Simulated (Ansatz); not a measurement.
# CH8InNOSi: vertical ionisation energy

One table from this session's results is given with a row withheld; the runs are named, their logs left out.

Computed with Ansatz 0.2.0, Gaussian basis. Level: unrestricted cation, the program's frozen cores in correlated methods.

Plan: UKS PBE-D4/def2-TZVPP; UKS r2SCAN-D4/def2-TZVPP; UKS PBE0-D4/def2-TZVPP; UKS B3LYP-D4/def2-TZVPP; UKS wB97X-V/def2-TZVPP; UKS wB97M-V/def2-TZVPP; UKS B2PLYP/def2-TZVPP; UHF-CCSD(T)/def2-TZVPP; UHF-MP2/def2-QZVPP; extrapolation to the limit; then −ε(HOMO) from the neutral's earlier runs with LDA (SPW92), PBE-D4, revPBE-D4, BLYP-D4, r2SCAN-D4, B97M-V, PBE0-D4, B3LYP-D4, r2SCANh-D4, r2SCAN0-D4, HSE06-D4, BHLYP-D4, CAM-B3LYP-D4, LC-ωPBE, ωB97X-V, ωB97M-V.

## The geometry

The geometry comes from an earlier relaxation with PBE0-D4 in a triple-zeta def2 set; it is a stationary point, not always the lowest conformer. In takes the def2 core potential; no spin-orbit term is included.

SMILES `[CH3][In]([NH2])[O][SiH3]`, 13 atoms, charge 0, spin multiplicity 1.

Atoms are counted from 1 here; the program's logs count them from 0.

Bond lengths: C1–In2 2.121 Å, C1–H6 1.090 Å, C1–H7 1.090 Å, C1–H8 1.089 Å, In2–N3 2.006 Å, In2–O4 2.004 Å, N3–H9 1.010 Å, N3–H10 1.008 Å, O4–Si5 1.617 Å, Si5–H11 1.491 Å, Si5–H12 1.499 Å, Si5–H13 1.492 Å. Angles: In2–C1–H6 108.6°, In2–C1–H7 109.0°, In2–C1–H8 111.4°, H6–C1–H7 108.7°, H6–C1–H8 109.7°, H7–C1–H8 109.5°, C1–In2–N3 137.2°, C1–In2–O4 114.6°, N3–In2–O4 107.9°, In2–N3–H9 116.9°, In2–N3–H10 120.4°, H9–N3–H10 110.1°, In2–O4–Si5 136.8°, O4–Si5–H11 111.0°, O4–Si5–H12 112.0°, O4–Si5–H13 111.5°, H11–Si5–H12 107.1°, H11–Si5–H13 107.9° and more.

Set-up of the first run:

File in.yaml:

```yaml
crystal:
  periodic: [false, false, false]
  atoms:
    - {symbol: C, position_ang: [-0.692399, 2.168158, -1.532975]}
    - {symbol: In, position_ang: [-0.317873, 0.256301, -0.694530]}
    - {symbol: N, position_ang: [-0.430543, -1.657344, -1.286817]}
    - {symbol: O, position_ang: [0.544496, 0.292853, 1.114432]}
    - {symbol: Si, position_ang: [1.033730, -0.792385, 2.209145]}
    - {symbol: H, position_ang: [0.226665, 2.752559, -1.489250]}
    - {symbol: H, position_ang: [-1.455169, 2.672708, -0.939736]}
    - {symbol: H, position_ang: [-1.028624, 2.089447, -2.565499]}
    - {symbol: H, position_ang: [-0.370084, -2.362115, -0.566487]}
    - {symbol: H, position_ang: [-1.098331, -1.935712, -1.988861]}
    - {symbol: H, position_ang: [0.490383, -0.470602, 3.560034]}
    - {symbol: H, position_ang: [0.576523, -2.178826, 1.869077]}
    - {symbol: H, position_ang: [2.521247, -0.835051, 2.311466]}
basis:
  gaussian: {orbitals: def2-TZVPP}
total_charge: 1
magnetization: {spin_polarized: true, initial_magnetization: 1}
hamiltonian: {xc: pbe, dispersion: d4}
```

Launch:

```console
> ansatz run in.yaml --threads 2 --pin off --events-out ev --progress --plain --max-ram 22528MiB --backend cuda --devices 0, --max-vram 18GiB
```

Steps of the session up to this table: Cation, UKS PBE-D4/def2-TZVPP; Cation, UKS r2SCAN-D4/def2-TZVPP; Cation, UKS PBE0-D4/def2-TZVPP; Cation, UKS B3LYP-D4/def2-TZVPP; Cation, UKS wB97X-V/def2-TZVPP; Cation, UKS wB97M-V/def2-TZVPP; Cation, UKS B2PLYP (frozen core)/def2-TZVPP; Cation, UHF-CCSD(T)/def2-TZVPP; Cation, UHF-MP2/def2-QZVPP.

One table of the session follows, with a row left open; its other results are not shown here.

For comparison, −ε(HOMO) of the neutral from earlier runs:

| functional | −ε(HOMO) (eV) |
| --- | --- |
| LDA (SPW92) | 6.10 |
| PBE-D4 | 5.90 |
| revPBE-D4 | 5.83 |
| BLYP-D4 | 5.78 |
| r2SCAN-D4 | 6.18 |
| B97M-V | 6.24 |
| PBE0-D4 | 7.26 |
| B3LYP-D4 | ? |
| r2SCANh-D4 | 6.69 |
| r2SCAN0-D4 | 7.46 |
| HSE06-D4 | 6.85 |
| BHLYP-D4 | 8.54 |
| CAM-B3LYP-D4 | 8.69 |
| LC-ωPBE | 10.10 |
| ωB97X-V | 9.71 |
| ωB97M-V | 9.63 |

Q: Estimate the row for B3LYP-D4 from the others.

Worked estimate for «−ε(HOMO) (eV)». Against the share of exact exchange, BLYP-D4 (0, 5.78), BHLYP-D4 (0.5, 8.54) give a slope of 5.52 per unit share; at 0.2 the line stands at 6.88.

The run gave: −ε(HOMO) (eV): 7.02. In «−ε(HOMO) (eV)» the line misses by -0.14.
